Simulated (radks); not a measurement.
**Xe⁴⁵⁺ in [He] 2s1 2p6: an all-electron calculation**

One table from this session's results is given with a row withheld; the runs are named, their logs left out.

Method: Dirac Kohn-Sham, B86b exchange with PBE correlation, spin-unpolarised, spherical densities, finite nucleus. Code: radks (a radial shooting solver on a logarithmic mesh, Libxc functionals) version 1.

### The atom as given

- element: xenon (Z = 54)
- charge: +45
- electrons: 9
- configuration: [He] 2s1 2p6
- nuclear rms radius: 4.7859 fm

Outer shells as boxes (Hund's rule):

Xe⁴⁵⁺
```
[He] core
2s [↑ ]
2p [↑↓][↑↓][↑↓]
```

Set-up of the first run:

Settings of this run:

```text
Z 54
configuration [He] 2s1 2p6 3s0 3p0
relativity Dirac
functional b86_mgc,pbe
spin unpolarised
j_filling energy
nucleus finite rms 4.7859 fm
c 137.035999084
```

Command:

```bash
$ python run_ks.py task.json out
```

All runs below come from this command, one after another.

One table of the session follows, with a row left open; its other results are not shown here.

It belongs to the step «Shells». From the orbitals of this run (lengths in bohr):

| level | <r> | outermost maximum (interpolated) | 90 % within | nodes |
| --- | --- | --- | --- | --- |
| 1s1/2 | 0.02661 | 0.0171 | 0.0479 | 0 |
| 2s1/2 | 0.1113 | 0.0958 | 0.172 | 1 |
| 2p1/2 | 0.09348 | 0.0732 | 0.153 | 0 |
| 2p3/2 | ? | ? | ? | ? |
| 3s1/2 | 0.2641 | 0.253 | 0.383 | 2 |
| 3p1/2 | 0.2490 | 0.236 | 0.369 | 1 |
| 3p3/2 | 0.2568 | 0.244 | 0.379 | 1 |

**Question.** Estimate the row for 2p3/2.

The run gave: <r>: 0.09889; outermost maximum (interpolated): 0.0779; 90 % within: 0.160; nodes: 0. In the column «<r>» it lies between 2p1/2 (0.09348) and 2s1/2 (0.1113).
